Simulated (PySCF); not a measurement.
# H3PPr (Pr(PH3)3+): the cost of one run

Program: PySCF 2.14.0. Level of theory: PBE0, Pr lcecp-1-SVP with ECP48, P def2-SVP, H def2-SVP; scalar-relativistic core potentials, no spin–orbit coupling. These are calculated values, not measurements.

1 further run of the same task is left out (for a known fault of the program).

## 1. Starting geometry

5 atoms, charge 3, spin multiplicity 1.

Bond lengths: Pr1–P2 2.975 Å, P2–H3 1.420 Å, P2–H4 1.420 Å, P2–H5 1.420 Å. Angles: Pr1–P2–H3 121.6°, Pr1–P2–H4 121.6°, Pr1–P2–H5 121.6°, H3–P2–H4 95.1°, H3–P2–H5 95.1°, H4–P2–H5 95.1°.

Geometry (Å):

```xyz
5
charge 3, multiplicity 1
Pr    0.0000    0.0000    0.0000
P     0.0000    0.0000    2.9750
H     1.2100    0.0000    3.7182
H    -0.6050    1.0479    3.7182
H    -0.6050   -1.0479    3.7182
```

Formal oxidation states: Pr +3. Each metal's 2 4f electrons lie in its core potential, so multiplicities, spins and levels count the valence alone.

## 2. SCF at the start, singlet

Input file run.py (the lines that set the calculation):

```python
mol = gto.M(atom='''
Pr     0.00000     0.00000     0.00000
P      0.00000     0.00000     2.97500
H      1.21000     0.00000     3.71820
H     -0.60500     1.04790     3.71820
H     -0.60500    -1.04790     3.71820''',
    basis={'Pr': 'lcecp-1-SVP', 'P': 'def2-SVP', 'H': 'def2-SVP'},
    ecp={'Pr': 'lcecp-1-SVP'},
    charge=3, spin=0)
mf = dft.RKS(mol, xc='PBE0')
mf.grids.atom_grid = (50, 194)  # f atoms: unpruned, at least (60, 302)
mf = mf.density_fit()  # fitting sets: Pr AutoAux, P def2-universal-JKFIT, H def2-universal-JKFIT
mf.conv_tol = 1e-08; mf.max_cycle = 55
mf.kernel(dm0)  # dm0: free metal ions and neutral atoms
```

Started as:

```
$ OMP_NUM_THREADS=2 python run.py
```

What time and memory should one allow on 2 threads of Arm Neoverse V2, shared host?

About 1.7 s, with a peak of 0.38 GiB.
